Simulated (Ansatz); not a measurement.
# GeNO (quartet): from Hartree-Fock to the top rungs, cc-pVDZ

How much of the correlation energy of GeNO (quartet) does each wave-function method recover here?

Program: Ansatz 0.2.0, Gaussian basis. Level of theory: cc-pVDZ, core rule «outside noble gas», up to 16 orbitals frozen. These are calculated values, not measurements.

To be run: UHF; CCSD(T) on ROHF; CCSD(T) on UHF; BCCD(T) on ROHF; CISD as a restricted active space (open shells left free, so some higher excitations enter); CCSDT(Q) on ROHF; CCSDT(Q) on UHF; CASSCF and MRCISD+Q, 13 electrons in 11 orbitals; CASSCF and NEVPT2, 13 electrons in 11 orbitals.

19 further runs of the same task are left out: 6 that didn't finish, 13 set aside as unsound or not needed. Runs told in other sessions of the task aren't counted.

**1. The geometry**

The geometry is a PBE0/def2-TZVP stationary point (not a proven minimum) of the parent state, kept for this charge and spin. No spin-orbit coupling is included. The filled d shell of Ge may be among the frozen orbitals whatever the setting's name suggests.

3 atoms, charge 0, spin multiplicity 4.

Atoms are counted from 1 here; the program's logs count them from 0.

Bond lengths: Ge1–N2 1.737 Å, N2–O3 1.189 Å. Angles: Ge1–N2–O3 180.0°.

In the tables R marks a restricted open-shell determinant and U an unrestricted one; 'valence' is the active space of 13 electrons in 11 orbitals; energies count from the table's Hartree-Fock row.

**2. UHF**

Contents of in.yaml:

```yaml
crystal:
  periodic: [false, false, false]
  atoms:
    - {symbol: Ge, position_ang: [0.000000, 0.000000, 1.554600]}
    - {symbol: N, position_ang: [0.000000, 0.000000, -0.182700]}
    - {symbol: O, position_ang: [0.000000, 0.000000, -1.371900]}
basis:
  gaussian: {orbitals: cc-pVDZ}
magnetization: {spin_polarized: true, initial_magnetization: 3}
hamiltonian: {xc: hf}
output: {orbitals: {seedname: orbitals}}
```

Started as:

```bash
$ ansatz run in.yaml --threads 1 --pin off --events-out ev --progress --plain --max-ram 2393MiB
```

What it wrote:

```text
Functional definition: HF
  name "HF"
  cite "Fock, Z. Phys. 61, 126 (1930) doi:10.1007/BF01340294"
  parent pbe
  exchange = exact_x
  correlation = 0
594 factors; integrals over basis functions are off by at most 1.4e-3 eV
mean field evaluation 1: about -59987.2002 eV, gradient 1.2e1 eV
mean field evaluation 2: about -59987.2713 eV, gradient 1.2e1 eV
mean field evaluation 4: about -59988.0932 eV, gradient 2.6e0 eV
mean field evaluation 8: about -59988.1345 eV, gradient 2.0e-1 eV
mean field evaluation 16: about -59988.0206 eV, gradient 2.4e0 eV
mean field evaluation 32: about -59985.1201 eV, gradient 3.3e-1 eV
mean field -59988.13792662 eV, -2204.5234073830 hartree, gradient 2.2e-5 eV, S^2 3.802602; 2 other end points of the search recorded, 0 dependent functions left out
reference -59988.13792662 eV, -2204.5234073830 hartree; 25, 22 occupied and 30, 33 virtual orbitals, 594 factors
Total energy: -59988.13792662 eV, -2204.5234073830 hartree
```

Wall time 3.1 s (1 thread of Intel Xeon Platinum 8259CL at 2.50GHz, shared host).

From the report: ⟨S²⟩ of the determinant 3.803 (pure quartet: 3.75).

**3. CCSD(T) on ROHF**

Changes to in.yaml since step 2:

```diff
@@ -8,4 +8,4 @@
   gaussian: {orbitals: cc-pVDZ}
-magnetization: {spin_polarized: true, initial_magnetization: 3}
-hamiltonian: {xc: hf}
-output: {orbitals: {seedname: orbitals}}
+magnetization: {spin_polarized: false, initial_magnetization: 3}
+correlation: {method: ccsd_t, electrons: outside_noble_gas}
+output: {forces: true}
```

The command is unchanged.

What it wrote, cut to the lines that bear on the results:

```text
Functional definition: HF
  name "HF"
  cite "Fock, Z. Phys. 61, 126 (1930) doi:10.1007/BF01340294"
  parent pbe
[...]
594 factors; integrals over basis functions are off by at most 1.4e-3 eV
[...]
mean field -59987.62045498 eV, -2204.5043906510 hartree, gradient 5.2e-6 eV, S^2 3.750000; 11 other end points of the search recorded, 0 dependent functions left out
determinant -59987.62045498 eV, -2204.5043906510 hartree, with singles and doubles -59998.66955273 eV, -2204.9104375039 hartree
determinant -59983.24497133 eV, -2204.3435945926 hartree, with singles and doubles -59993.04043085 eV, -2204.7035710903 hartree
16 core orbitals not correlated: weight in the atoms' cores, before any rotation towards them, 0.989 or more for the frozen orbitals, at most 0.008 for the correlated occupied ones
reference -59987.62045498 eV, -2204.5043906510 hartree; 9, 6 occupied and 30, 33 virtual orbitals, 594 factors
second order -10.46997415 eV of doubles, -0.29390898 eV of singles
cycle   1  -11.04917618 eV  change   -7.8e-5 eV  update   2.2e-3
[...]
cycle  10  -11.05041194 eV  change   -1.3e-6 eV  update   6.3e-7
perturbative correction -0.37546284 eV, -0.0137980047 hartree
[...]
Total energy: -59999.04632976 eV, -2204.9242838043 hartree
Atom 0 at     0.000000     0.000000     1.554600 Å, force     0.000000     0.000000     5.474589 eV/Å
Atom 1 at     0.000000     0.000000    -0.182700 Å, force    -0.000000    -0.000000    -3.857643 eV/Å
Atom 2 at     0.000000     0.000000    -1.371900 Å, force    -0.000000     0.000000    -1.616946 eV/Å
Dipole moment:    -0.000000    -0.000000     0.045942 e Å
```

Wall time 18 s (1 thread of Intel Xeon Platinum 8259CL at 2.50GHz, shared host).

From the report: correlation -11.4259 eV; T1 0.031; largest double amplitude 0.07.

**4. CCSD(T) on UHF**

Changes to in.yaml since step 3:

```diff
@@ -8,3 +8,3 @@
   gaussian: {orbitals: cc-pVDZ}
-magnetization: {spin_polarized: false, initial_magnetization: 3}
+magnetization: {spin_polarized: true, initial_magnetization: 3}
 correlation: {method: ccsd_t, electrons: outside_noble_gas}
```

The command is unchanged.

What it wrote, cut to the lines that bear on the results:

```text
Functional definition: HF
  name "HF"
  cite "Fock, Z. Phys. 61, 126 (1930) doi:10.1007/BF01340294"
  parent pbe
[...]
594 factors; integrals over basis functions are off by at most 1.4e-3 eV
[...]
mean field -59988.13792662 eV, -2204.5234073830 hartree, gradient 3.4e-6 eV, S^2 3.802602; 3 other end points of the search recorded, 0 dependent functions left out
16 core orbitals not correlated: weight in the atoms' cores, before any rotation towards them, 0.988 or more for the frozen orbitals, at most 0.009 for the correlated occupied ones
reference -59988.13792662 eV, -2204.5234073830 hartree; 9, 6 occupied and 30, 33 virtual orbitals, 594 factors
second order -9.96486236 eV of doubles, -0.00000000 eV of singles
cycle   1  -10.03893416 eV  change   -7.4e-2 eV  update   1.0e-1
[...]
cycle  15  -10.56240437 eV  change    1.5e-6 eV  update   7.4e-7
perturbative correction -0.34825848 eV, -0.0127982632 hartree
[...]
Total energy: -59999.04858948 eV, -2204.9243668474 hartree
Atom 0 at     0.000000     0.000000     1.554600 Å, force     0.000000     0.000000     5.467655 eV/Å
Atom 1 at     0.000000     0.000000    -0.182700 Å, force     0.000000     0.000000    -3.851829 eV/Å
Atom 2 at     0.000000     0.000000    -1.371900 Å, force     0.000000    -0.000000    -1.615826 eV/Å
Dipole moment:    -0.000000     0.000000     0.045943 e Å
```

Wall time 10 s (1 thread of Intel Xeon Platinum 8259CL at 2.50GHz, shared host).

From the report: ⟨S²⟩ of the determinant 3.803 (pure quartet: 3.75); correlation -10.9107 eV; T1 0.030; largest double amplitude 0.07.

**5. BCCD(T) on ROHF**

Changes to in.yaml since step 4:

```diff
@@ -8,4 +8,3 @@
   gaussian: {orbitals: cc-pVDZ}
-magnetization: {spin_polarized: true, initial_magnetization: 3}
-correlation: {method: ccsd_t, electrons: outside_noble_gas}
-output: {forces: true}
+magnetization: {spin_polarized: false, initial_magnetization: 3}
+correlation: {method: bccd_t, electrons: outside_noble_gas}
```

Same command.

What it wrote, cut to the lines that bear on the results:

```text
Functional definition: HF
  name "HF"
  cite "Fock, Z. Phys. 61, 126 (1930) doi:10.1007/BF01340294"
  parent pbe
[...]
594 factors; integrals over basis functions are off by at most 1.4e-3 eV
[...]
mean field -59987.62045498 eV, -2204.5043906510 hartree, gradient 5.2e-6 eV, S^2 3.750000; 11 other end points of the search recorded, 0 dependent functions left out
determinant -59987.62045498 eV, -2204.5043906510 hartree, with singles and doubles -59998.66955273 eV, -2204.9104375039 hartree
determinant -59983.24497133 eV, -2204.3435945926 hartree, with singles and doubles -59993.04043085 eV, -2204.7035710903 hartree
16 core orbitals not correlated: weight in the atoms' cores, before any rotation towards them, 0.989 or more for the frozen orbitals, at most 0.008 for the correlated occupied ones
reference -59987.62045498 eV, -2204.5043906510 hartree; 9, 6 occupied and 30, 33 virtual orbitals, 594 factors
second order -10.46997415 eV of doubles, -0.29390898 eV of singles
cycle   1  -11.03276100 eV  change    1.6e-2 eV  update   1.6e-2
[...]
cycle  10  -11.03455891 eV  change    1.1e-5 eV  update   1.0e-5
perturbative correction -0.39102857 eV, -0.0143700348 hartree
Total energy: -59999.04604246 eV, -2204.9242732462 hartree
```

Wall time 14 s (1 thread of Intel Xeon Platinum 8259CL at 2.50GHz, shared host).

From the report: correlation -11.4256 eV; largest double amplitude 0.07.

**6. CISD as a restricted active space (open shells left free, so some higher excitations enter)**

Changes to in.yaml since step 5:

```diff
@@ -9,2 +9,2 @@
 magnetization: {spin_polarized: false, initial_magnetization: 3}
-correlation: {method: bccd_t, electrons: outside_noble_gas}
+correlation: {active_space: {ras: {orbitals: [6, 3, 30], electrons: 15, max_holes: 2, max_particles: 2}, fixed_orbitals: true}}
```

Same command.

What it wrote:

```text
Functional definition: HF
  name "HF"
  cite "Fock, Z. Phys. 61, 126 (1930) doi:10.1007/BF01340294"
  parent pbe
  exchange = exact_x
  correlation = 0
594 factors; integrals over basis functions are off by at most 1.4e-3 eV
mean field evaluation 1: about -59986.8547 eV, gradient 1.4e1 eV
mean field evaluation 2: about -59986.9157 eV, gradient 1.5e1 eV
mean field evaluation 4: about -59987.5671 eV, gradient 4.1e0 eV
mean field evaluation 8: about -59987.6168 eV, gradient 3.8e-1 eV
mean field evaluation 16: about -59987.6205 eV, gradient 5.2e-6 eV
mean field evaluation 32: about -59984.7053 eV, gradient 6.8e0 eV
mean field evaluation 64: about -59987.5540 eV, gradient 8.9e-1 eV
mean field evaluation 96: about -59983.2385 eV, gradient 2.5e-1 eV
mean field -59987.62045498 eV, -2204.5043906510 hartree, gradient 5.2e-6 eV, S^2 3.750000; 11 other end points of the search recorded, 0 dependent functions left out
reference -59987.62045498 eV, -2204.5043906510 hartree; 25, 22 occupied and 30, 33 virtual orbitals, 594 factors
state -59997.59614966 eV, -2204.8709906686 hartree
Total energy: -59997.59614966 eV, -2204.8709906686 hartree
```

It took 32 s on 1 thread of Intel Xeon Platinum 8259CL at 2.50GHz, shared host.

From the report: 108,502 determinants.

**7. CCSDT(Q) on ROHF**

Changes to in.yaml since step 6:

```diff
@@ -9,2 +9,2 @@
 magnetization: {spin_polarized: false, initial_magnetization: 3}
-correlation: {active_space: {ras: {orbitals: [6, 3, 30], electrons: 15, max_holes: 2, max_particles: 2}, fixed_orbitals: true}}
+correlation: {method: ccsdt_q, electrons: outside_noble_gas}
```

The command is unchanged.

What it wrote, cut to the lines that bear on the results:

```text
Functional definition: HF
  name "HF"
  cite "Fock, Z. Phys. 61, 126 (1930) doi:10.1007/BF01340294"
  parent pbe
[...]
1011 factors; integrals over basis functions are off by at most 1.5e-7 eV
[...]
mean field -59987.62067556 eV, -2204.5043987571 hartree, gradient 5.5e-6 eV, S^2 3.750000; 10 other end points of the search recorded, 0 dependent functions left out
[...]
determinant -59987.62067556 eV, -2204.5043987571 hartree, with singles and doubles -59998.66977024 eV, -2204.9104454972 hartree
determinant -59983.24518076 eV, -2204.3436022890 hartree, with singles and doubles -59993.04064688 eV, -2204.7035790295 hartree
16 core orbitals not correlated: weight in the atoms' cores, before any rotation towards them, 0.989 or more for the frozen orbitals, at most 0.008 for the correlated occupied ones
reference -59987.62067556 eV, -2204.5043987571 hartree; 9, 6 occupied and 30, 33 virtual orbitals, 1011 factors
second order -10.46998175 eV of doubles, -0.29390792 eV of singles
cycle   1  -10.55086811 eV  change    2.2e-1 eV  update   1.2e-1
[...]
cycle  20  -11.44462377 eV  change   -1.0e-6 eV  update   4.1e-7
perturbative correction -0.05018781 eV, -0.0018443680 hartree
Total energy: -59999.11548714 eV, -2204.9268252913 hartree
```

It took 66 s on 1 thread of Intel Xeon Platinum 8259CL at 2.50GHz, shared host; peak memory 0.75 GiB.

From the report: correlation -11.4948 eV; T1 0.032; largest double amplitude 0.08.

**8. CCSDT(Q) on UHF**

Changes to in.yaml since step 7:

```diff
@@ -8,3 +8,3 @@
   gaussian: {orbitals: cc-pVDZ}
-magnetization: {spin_polarized: false, initial_magnetization: 3}
+magnetization: {spin_polarized: true, initial_magnetization: 3}
 correlation: {method: ccsdt_q, electrons: outside_noble_gas}
```

Launched as before.

What it wrote, cut to the lines that bear on the results:

```text
Functional definition: HF
  name "HF"
  cite "Fock, Z. Phys. 61, 126 (1930) doi:10.1007/BF01340294"
  parent pbe
[...]
1011 factors; integrals over basis functions are off by at most 1.5e-7 eV
[...]
mean field -59988.13814596 eV, -2204.5234154437 hartree, gradient 4.2e-6 eV, S^2 3.802602; 2 other end points of the search recorded, 0 dependent functions left out
16 core orbitals not correlated: weight in the atoms' cores, before any rotation towards them, 0.988 or more for the frozen orbitals, at most 0.009 for the correlated occupied ones
reference -59988.13814596 eV, -2204.5234154437 hartree; 9, 6 occupied and 30, 33 virtual orbitals, 1011 factors
second order -9.96486859 eV of doubles, -0.00000000 eV of singles
cycle   1  -10.03893340 eV  change   -7.4e-2 eV  update   1.1e-1
[...]
cycle  18  -10.93509448 eV  change    9.1e-7 eV  update   1.4e-6
perturbative correction -0.04953960 eV, -0.0018205469 hartree
Total energy: -59999.12278004 eV, -2204.9270933005 hartree
```

It took 50 s on 1 thread of Intel Xeon Platinum 8259CL at 2.50GHz, shared host; peak memory 0.57 GiB.

From the report: ⟨S²⟩ of the determinant 3.803 (pure quartet: 3.75); correlation -10.9846 eV; T1 0.032; largest double amplitude 0.08.

**9. CASSCF and MRCISD+Q, 13 electrons in 11 orbitals**

Contents of in.yaml:

```yaml
crystal:
  periodic: [false, false, false]
  atoms:
    - {symbol: Ge, position_ang: [0.000000, 0.000000, 1.554600]}
    - {symbol: N, position_ang: [0.000000, 0.000000, -0.182700]}
    - {symbol: O, position_ang: [0.000000, 0.000000, -1.371900]}
basis:
  gaussian: {orbitals: cc-pVDZ}
magnetization: {spin_polarized: false, initial_magnetization: 3}
correlation: {method: fic_mrcisd_q, electrons: outside_noble_gas, active_space: {window: {electrons: 13, orbitals: 11}, shells: [{species: Ge, l: s, shell: 4}, {species: Ge, l: p, shell: 4}, {species: "N", l: s, shell: 2}, {species: "N", l: p, shell: 2}, {species: O, l: p, shell: 2}]}}
```

Launched as before.

What it wrote, cut to the lines that bear on the results:

```text
Functional definition: HF
  name "HF"
  cite "Fock, Z. Phys. 61, 126 (1930) doi:10.1007/BF01340294"
  parent pbe
[...]
1011 factors; integrals over basis functions are off by at most 1.5e-7 eV
[...]
mean field -59987.62067556 eV, -2204.5043987571 hartree, gradient 5.5e-6 eV, S^2 3.750000; 10 other end points of the search recorded, 0 dependent functions left out
reference -59987.62067556 eV, -2204.5043987571 hartree; 25, 22 occupied and 30, 33 virtual orbitals, 1011 factors
state -59991.08208683 eV, -2204.6316032752 hartree
contracted CI cycle   1: correlation 0.00000000 eV, 0.0000000000 hartree, residual 2.82e1 eV
contracted CI cycle   2: correlation -7.01887998 eV, -0.2579390817 hartree, residual 4.87e0 eV
contracted CI cycle   3: correlation -7.26232669 eV, -0.2668855834 hartree, residual 1.06e0 eV
contracted CI cycle   4: correlation -7.27519846 eV, -0.2673586119 hartree, residual 2.61e-1 eV
contracted CI cycle   5: correlation -7.27592515 eV, -0.2673853173 hartree, residual 6.26e-2 eV
contracted CI cycle   6: correlation -7.27596601 eV, -0.2673868189 hartree, residual 1.55e-2 eV
contracted CI cycle   7: correlation -7.27596845 eV, -0.2673869088 hartree, residual 4.02e-3 eV
contracted CI cycle   8: correlation -7.27596862 eV, -0.2673869151 hartree, residual 1.15e-3 eV
state -59991.08208683 eV, -2204.6316032752 hartree; corrected -59998.99188554 eV, -2204.9222830162 hartree
Total energy: -59998.99188554 eV, -2204.9222830162 hartree
Checks for a lower state left out: starts, orbital_swaps
```

It took 26 s on 1 thread of Intel Xeon Platinum 8259CL at 2.50GHz, shared host; peak memory 0.96 GiB.

From the report: 19,070 determinants; active occupations 1.99, 1.98, 1.97, 1.97, 1.95, 1.03, 1.01, 1.00, 0.05, 0.03, 0.02.

**10. CASSCF and NEVPT2, 13 electrons in 11 orbitals**

Contents of in.yaml:

```yaml
crystal:
  periodic: [false, false, false]
  atoms:
    - {symbol: Ge, position_ang: [0.000000, 0.000000, 1.554600]}
    - {symbol: N, position_ang: [0.000000, 0.000000, -0.182700]}
    - {symbol: O, position_ang: [0.000000, 0.000000, -1.371900]}
basis:
  gaussian: {orbitals: cc-pVDZ}
magnetization: {spin_polarized: false, initial_magnetization: 3}
correlation: {method: sc_nevpt2, electrons: outside_noble_gas, active_space: {window: {electrons: 13, orbitals: 11}, shells: [{species: Ge, l: s, shell: 4}, {species: Ge, l: p, shell: 4}, {species: "N", l: s, shell: 2}, {species: "N", l: p, shell: 2}, {species: O, l: p, shell: 2}]}}
```

Launched as before.

What it wrote, cut to the lines that bear on the results:

```text
Functional definition: HF
  name "HF"
  cite "Fock, Z. Phys. 61, 126 (1930) doi:10.1007/BF01340294"
  parent pbe
[...]
1011 factors; integrals over basis functions are off by at most 1.5e-7 eV
[...]
mean field -59987.62067556 eV, -2204.5043987571 hartree, gradient 5.5e-6 eV, S^2 3.750000; 10 other end points of the search recorded, 0 dependent functions left out
reference -59987.62067556 eV, -2204.5043987571 hartree; 25, 22 occupied and 30, 33 virtual orbitals, 1011 factors
state -59991.08208683 eV, -2204.6316032752 hartree
state -59991.08208683 eV, -2204.6316032752 hartree; corrected -59997.75838448 eV, -2204.8769526883 hartree
Total energy: -59997.75838448 eV, -2204.8769526883 hartree
Checks for a lower state left out: starts, orbital_swaps
```

Wall time 16 s (1 thread of Intel Xeon Platinum 8259CL at 2.50GHz, shared host).

From the report: 19,070 determinants; active occupations 1.99, 1.98, 1.97, 1.97, 1.95, 1.03, 1.01, 1.00, 0.05, 0.03, 0.02.

**11. How many determinants matter**

Natural occupations of the CASSCF valence state about the gap (report; correlated orbitals 4 to 11): 1.967, 1.947, 1.029, 1.014, 1.001, 0.046, 0.034, 0.020. The count of effectively unpaired electrons, Σ n²(2 − n)², is 3.03; a single determinant of this spin has 3.

**12. The ladder**

The yardstick is UCCSDT(Q), where the cluster series has nearly closed. Rows without a time are mean-field rows or come out of runs for another level: lower rungs of the coupled-cluster runs, CASSCF and MRCISD of the multireference runs, or the Hartree-Fock search. The times of RCCSD(T), UCCSD(T) include forces.

Differences are taken before rounding.

```
          method  energy from the lowest ROHF (meV)  from UCCSDT(Q) (meV)  time
             ROHF                               0.0              +11502.3      
             UHF                            -517.5              +10984.9      
            RMP2                          -10763.9                +738.4      
            UMP2                          -10482.3               +1020.0      
           RCCSD                          -11050.4                +451.9      
           UCCSD                          -11079.9                +422.4      
        RCCSD(T)                          -11425.9                 +76.5  18 s
        UCCSD(T)                          -11428.1                 +74.2  10 s
         BCCD(T)                          -11425.6                 +76.7  14 s
          RCCSDT                          -11444.8                 +57.5      
          UCCSDT                          -11452.8                 +49.5      
       RCCSDT(Q)                          -11495.0                  +7.3  66 s
       UCCSDT(Q)                          -11502.3                     0  50 s
  CASSCF valence                           -3461.6               +8040.7      
  NEVPT2 valence                          -10137.9               +1364.4  16 s
  MRCISD valence                          -10737.6                +764.7      
MRCISD+Q valence                          -11371.4                +130.9  26 s
```

Among the levels timed on like hardware and quicker than the yardstick, those that no quicker one beats, quickest first: UCCSD(T) (10 s, +74.2 meV).

Not comparable, so not listed: CISD as a restricted active space (open shells left free, so some higher excitations enter) (they don't share determinant, frozen orbitals or solution with the rows shown, or repeat one).

**13. Results**

```
                         quantity        value
    UCCSDT(Q) from the ROHF energy  -11.5023 eV
              RMP2 from UCCSDT(Q)   +738.4 meV
              UMP2 from UCCSDT(Q)  +1020.0 meV
             RCCSD from UCCSDT(Q)   +451.9 meV
          RCCSD(T) from UCCSDT(Q)    +76.5 meV
          UCCSD(T) from UCCSDT(Q)    +74.2 meV
         RCCSDT(Q) from UCCSDT(Q)     +7.3 meV
    NEVPT2 valence from UCCSDT(Q)  +1364.4 meV
  MRCISD+Q valence from UCCSDT(Q)   +130.9 meV
levels within 1 kcal/mol (43 meV)    RCCSDT(Q)
                    T1 diagnostic        0.031
   effectively unpaired electrons         3.03
```

**Reading.** RCCSD(T) lands +76.5 meV from the yardstick (0.7 % of the correlation energy). One determinant dominates. Of the multireference levels listed MRCISD+Q valence comes nearest in total energy (+130.9 meV), which doesn't show that its space is the better one. These misses are within one basis, not against nature; the frozen cores of restricted and unrestricted runs differ, which can shift their rows.

For cost: UCCSD(T) gets within 74.2 meV in 10 s, where UCCSDT(Q) took 50 s.
